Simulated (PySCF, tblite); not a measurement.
# C₃H₉ClOSi: a rotation path, then NMR shifts on frames, part 2 of 2

tblite 0.8.0 and PySCF 2.14.0. Atoms count from 0. Earlier steps stand in the parts before.

### 5 NMR shieldings: image 5, PBE0/pcSseg-1

The job: settings as JSON, then the geometry in Å.

```
{"job": {"kind": "nmr", "xc": "PBE0", "basis": "pcSseg-1", "pop": false}, "charge": 0, "multiplicity": 1}
C     -2.322100     0.889600     0.059600
O     -0.999400     0.456300     0.168500
Si    -0.428500    -1.054800     0.201600
C      1.457300    -0.758400     0.336800
C      1.892000     0.680600     0.535000
Cl     2.200200    -1.369100    -1.181500
H     -2.782400     0.503700    -0.851700
H     -2.908200     0.553200     0.917000
H     -2.314800     1.979300     0.029100
H     -0.931600    -1.799200     1.364100
H     -0.740900    -1.800900    -1.018200
H      1.888200    -1.387300     1.116400
H      1.483700     1.058400     1.470200
H      2.978600     0.754700     0.569300
H      1.523400     1.301900    -0.277700
```

Method: GIAO PBE0/pcSseg-1 NMR shielding, non-relativistic, gas phase.

Log:

```text
coarse grid: 13176 points
cycle   1  E = -943.9886224477  dE =  5.096e-01  |g| = 6.718e-01  |ddm| = 3.306e+00
cycle   2  E = -943.8665026576  dE =  1.221e-01  |g| = 1.054e+00  |ddm| = 1.477e+00
cycle   3  E = -944.0731456180  dE = -2.066e-01  |g| = 9.071e-02  |ddm| = 1.026e+00
cycle   4  E = -944.0746555928  dE = -1.510e-03  |g| = 3.268e-02  |ddm| = 1.053e-01
cycle   5  E = -944.0748853708  dE = -2.298e-04  |g| = 6.144e-03  |ddm| = 3.057e-02
cycle   6  E = -944.0748933696  dE = -7.999e-06  |g| = 1.886e-03  |ddm| = 6.569e-03
final grid: 116856 points
cycle   7  E = -944.1194226160  dE = -2.711e-05  |g| = 1.051e-02  |ddm| = 2.114e-02
cycle   8  E = -944.1194064979  dE =  1.612e-05  |g| = 1.411e-02  |ddm| = 1.489e-02
cycle   9  E = -944.1194435286  dE = -3.703e-05  |g| = 1.498e-03  |ddm| = 9.243e-03
cycle  10  E = -944.1194439561  dE = -4.275e-07  |g| = 2.438e-04  |ddm| = 1.364e-03
cycle  11  E = -944.1194439683  dE = -1.219e-08  |g| = 4.838e-05  |ddm| = 2.342e-04
cycle  12  E = -944.1194439687  dE = -4.220e-10  |g| = 2.096e-05  |ddm| = 6.875e-05
converged SCF energy = -944.1194439687

GIAO shielding tensors (ppm)
atom      isotropic    diamagn.    paramagn.     s11        s22        s33       span
  0 C      132.930     240.271    -107.341    105.624    107.380    185.785     80.161
  1 O      340.365     400.246     -59.882    289.701    359.214    372.179     82.477
  2 Si     358.227     880.612    -522.385    314.746    348.509    411.427     96.682
  3 C      142.927     252.092    -109.165    116.794    139.025    172.963     56.169
  4 C      163.555     246.668     -83.113    146.716    161.267    182.684     35.968
  5 Cl     794.736    1147.110    -352.374    593.571    750.162   1040.475    446.904
  6 H       27.965      27.727       0.239     23.723     25.595     34.577     10.854
  7 H       28.013      27.464       0.548     23.834     25.433     34.771     10.937
  8 H       27.648      27.737      -0.088     23.073     25.606     34.266     11.194
  9 H       26.653      29.991      -3.338     23.433     24.786     31.738      8.306
 10 H       26.792      29.735      -2.943     23.311     26.546     30.520      7.209
 11 H       28.410      30.700      -2.290     23.335     27.408     34.487     11.153
 12 H       30.397      30.575      -0.178     25.388     28.228     37.573     12.186
 13 H       30.056      29.035       1.020     25.552     28.263     36.353     10.801
 14 H       30.019      30.564      -0.545     26.403     29.140     34.514      8.111
```

Run time: 18 s. Hardware: 1 thread, shared host.

This run: δ C0 54.0, C3 44.0, C4 23.4, O1 -4.3, H9 5.06, H10 4.92 ppm.

### 6 Nuclear shieldings: image 6, PBE0/pcSseg-1

The job: settings as JSON, then the geometry in Å.

```
{"job": {"kind": "nmr", "xc": "PBE0", "basis": "pcSseg-1", "pop": false}, "charge": 0, "multiplicity": 1}
C     -2.321500     0.881000    -0.025500
O     -0.996900     0.452100     0.076600
Si    -0.429200    -1.048700     0.258400
C      1.458300    -0.750700     0.278000
C      1.906100     0.654700     0.627200
Cl     2.069600    -1.146200    -1.364800
H     -2.821500     0.399000    -0.867400
H     -2.871700     0.648100     0.888300
H     -2.312000     1.960300    -0.178800
H     -0.884100    -1.650900     1.519100
H     -0.787800    -1.929500    -0.854300
H      1.948700    -1.472800     0.931200
H      1.570100     0.905600     1.631500
H      2.992000     0.736000     0.588700
H      1.475500     1.369900    -0.069600
```

With the program's defaults for keys left out, this is: GIAO PBE0/pcSseg-1 NMR shielding, non-relativistic, gas phase.

Log:

```text
coarse grid: 13176 points
cycle   1  E = -943.9891342934  dE =  5.129e-01  |g| = 6.723e-01  |ddm| = 3.305e+00
cycle   2  E = -943.8660712127  dE =  1.231e-01  |g| = 1.056e+00  |ddm| = 1.512e+00
cycle   3  E = -944.0740470715  dE = -2.080e-01  |g| = 8.984e-02  |ddm| = 1.054e+00
cycle   4  E = -944.0755137308  dE = -1.467e-03  |g| = 3.276e-02  |ddm| = 1.044e-01
cycle   5  E = -944.0757456595  dE = -2.319e-04  |g| = 6.063e-03  |ddm| = 3.046e-02
cycle   6  E = -944.0757535373  dE = -7.878e-06  |g| = 1.796e-03  |ddm| = 6.568e-03
final grid: 116856 points
cycle   7  E = -944.1201126948  dE = -2.649e-05  |g| = 1.044e-02  |ddm| = 2.020e-02
cycle   8  E = -944.1200968195  dE =  1.588e-05  |g| = 1.395e-02  |ddm| = 1.497e-02
cycle   9  E = -944.1201336600  dE = -3.684e-05  |g| = 1.488e-03  |ddm| = 9.334e-03
cycle  10  E = -944.1201340831  dE = -4.231e-07  |g| = 2.404e-04  |ddm| = 1.387e-03
cycle  11  E = -944.1201340947  dE = -1.166e-08  |g| = 4.834e-05  |ddm| = 2.255e-04
cycle  12  E = -944.1201340952  dE = -4.095e-10  |g| = 2.183e-05  |ddm| = 6.841e-05
converged SCF energy = -944.1201340952

GIAO shielding tensors (ppm)
atom      isotropic    diamagn.    paramagn.     s11        s22        s33       span
  0 C      132.853     240.174    -107.321    105.592    107.199    185.769     80.177
  1 O      344.214     400.140     -55.926    293.900    365.640    373.101     79.202
  2 Si     359.883     880.634    -520.751    317.321    349.948    412.380     95.060
  3 C      142.154     252.152    -109.999    117.591    138.011    170.859     53.268
  4 C      164.104     246.807     -82.703    147.590    160.872    183.851     36.261
  5 Cl     795.628    1147.434    -351.806    571.475    764.228   1051.183    479.709
  6 H       27.959      27.621       0.338     23.702     25.575     34.598     10.896
  7 H       28.006      27.499       0.506     23.815     25.440     34.762     10.948
  8 H       27.635      27.687      -0.053     23.066     25.576     34.262     11.196
  9 H       26.654      30.050      -3.396     23.494     24.672     31.796      8.302
 10 H       26.787      29.746      -2.959     23.342     26.207     30.814      7.472
 11 H       28.507      30.697      -2.190     23.327     27.531     34.663     11.336
 12 H       30.495      30.371       0.124     25.664     27.919     37.902     12.238
 13 H       30.049      29.032       1.017     25.541     28.211     36.394     10.853
 14 H       29.923      30.514      -0.591     26.099     29.446     34.224      8.125
```

Run time: 18 s. Hardware: 1 thread, shared host.

Key values: δ C0 54.1, C3 44.8, C4 22.8, O1 -8.1, H9 5.06, H10 4.93 ppm.

### 7 Shielding tensors: image 8, PBE0/pcSseg-1

The job: settings as JSON, then the geometry in Å.

```
{"job": {"kind": "nmr", "xc": "PBE0", "basis": "pcSseg-1", "pop": false}, "charge": 0, "multiplicity": 1}
C     -2.371100     0.835000    -0.198000
O     -1.033500     0.449700    -0.086700
Si    -0.425100    -0.976400     0.361200
C      1.451100    -0.705300     0.162000
C      1.989800     0.560000     0.796900
Cl     1.808400    -0.676000    -1.595800
H     -2.912700     0.170400    -0.873500
H     -2.859800     0.812800     0.778400
H     -2.396800     1.850500    -0.593800
H     -0.731600    -1.283800     1.763800
H     -0.872100    -2.073800    -0.495900
H      1.992100    -1.573100     0.539800
H      1.826800     0.517700     1.872300
H      3.056800     0.670100     0.608300
H      1.473100     1.430200     0.399700
```

Method: GIAO PBE0/pcSseg-1 NMR shielding, non-relativistic, gas phase.

Log:

```text
coarse grid: 13176 points
cycle   1  E = -943.9906697151  dE =  5.169e-01  |g| = 6.725e-01  |ddm| = 3.305e+00
cycle   2  E = -943.8669177458  dE =  1.238e-01  |g| = 1.058e+00  |ddm| = 1.570e+00
cycle   3  E = -944.0759885024  dE = -2.091e-01  |g| = 8.831e-02  |ddm| = 1.102e+00
cycle   4  E = -944.0773829626  dE = -1.394e-03  |g| = 3.280e-02  |ddm| = 1.012e-01
cycle   5  E = -944.0776174706  dE = -2.345e-04  |g| = 5.953e-03  |ddm| = 2.994e-02
cycle   6  E = -944.0776252386  dE = -7.768e-06  |g| = 1.664e-03  |ddm| = 6.701e-03
final grid: 116856 points
cycle   7  E = -944.1221999343  dE = -2.590e-05  |g| = 1.068e-02  |ddm| = 2.087e-02
cycle   8  E = -944.1221823134  dE =  1.762e-05  |g| = 1.438e-02  |ddm| = 1.603e-02
cycle   9  E = -944.1222223664  dE = -4.005e-05  |g| = 1.501e-03  |ddm| = 1.007e-02
cycle  10  E = -944.1222228018  dE = -4.354e-07  |g| = 2.398e-04  |ddm| = 1.439e-03
cycle  11  E = -944.1222228133  dE = -1.147e-08  |g| = 5.292e-05  |ddm| = 2.317e-04
cycle  12  E = -944.1222228138  dE = -4.979e-10  |g| = 2.375e-05  |ddm| = 7.354e-05
converged SCF energy = -944.1222228138

GIAO shielding tensors (ppm)
atom      isotropic    diamagn.    paramagn.     s11        s22        s33       span
  0 C      132.714     239.989    -107.275    105.433    106.898    185.811     80.378
  1 O      346.889     400.127     -53.238    295.455    368.118    377.095     81.640
  2 Si     367.946     880.831    -512.884    329.133    352.842    421.864     92.731
  3 C      140.700     252.481    -111.781    116.910    133.979    171.210     54.301
  4 C      165.071     247.063     -81.991    145.899    162.102    187.213     41.314
  5 Cl     823.490    1147.980    -324.490    597.865    794.270   1078.335    480.470
  6 H       27.965      27.519       0.447     23.744     25.529     34.623     10.879
  7 H       27.972      27.512       0.460     23.676     25.472     34.768     11.092
  8 H       27.608      27.562       0.046     23.058     25.475     34.289     11.232
  9 H       26.829      30.305      -3.476     23.806     24.693     31.989      8.182
 10 H       26.914      29.885      -2.971     23.625     25.363     31.753      8.128
 11 H       28.596      30.886      -2.291     23.307     27.732     34.747     11.440
 12 H       30.523      29.944       0.579     25.686     27.676     38.207     12.522
 13 H       30.020      28.981       1.039     25.451     28.154     36.456     11.005
 14 H       29.873      30.474      -0.600     25.673     29.756     34.191      8.518
```

Wall time 18 s (1 thread, shared host).

Key values: δ C0 54.2, C3 46.2, C4 21.9, O1 -10.8, H9 4.89, H10 4.80 ppm.

### 8 Side by side: NMR shifts

Shifts (ppm) of some atoms, chosen among heavy atoms and hydrogens apart, with basis size and wall time:

```csv
frame,C3,C4,H10,H14,O1,Si2,Cl5,functions,time
image 0,43.7,23.2,4.43,1.27,2.4,-22.6,77,161,24 s
image 2,43.4,23.4,4.58,1.35,1.9,-21.2,93,161,18 s
image 5,44.0,23.4,4.92,1.70,-4.3,-9.1,155,161,18 s
image 6,44.8,22.8,4.93,1.79,-8.1,-10.7,154,161,18 s
image 8,46.2,21.9,4.80,1.84,-10.8,-18.8,126,161,18 s
```

### 9 Outcome

What follows sums up all 2 parts.

| quantity | value |
| --- | --- |
| barrier | 0.085 eV (2.0 kcal/mol) at image 5 |
| end to end (GFN2-xTB) | 0.049 eV |
| 13C shifts against TMS (PBE0/pcSseg-1, image 0) | 53.9, 43.7, 23.2 ppm |
| 1H shifts against TMS (PBE0/pcSseg-1, image 0) | 4.69, 4.43, 4.01, 3.74, 3.69, 3.43, 1.83, 1.66, 1.27 ppm |
| 17O shifts against H2O (PBE0/pcSseg-1, image 0) | 2.4 ppm |
| 29Si shifts against TMS (PBE0/pcSseg-1, image 0) | -22.6 ppm |
| 35Cl shifts against HCl (PBE0/pcSseg-1, image 0) | 77 ppm |
| surface potential, 1st and 99th percentile | -0.87 V and 1.28 V |
| range of the shift of Cl5 | 77 to 155 ppm |

What this shows: Along the band the dihedral turns by 112°, and the top (dihedral 7°) lies 2.0 kcal/mol above the start (GFN2-xTB, rough), so at room temperature this motion is fast. Ends this close can change order at a higher level. The top was not checked by a frequency run. Shifts at one fixed geometry are not the observed spectrum, which averages over the motion. In the first frame run (image 0): Shielding is most anisotropic at Cl5 (span 418 ppm, paramagnetic term -274 ppm). Across the 5 runs the shift of Cl5 moves most, between 77 (image 0) and 155 ppm (image 5).
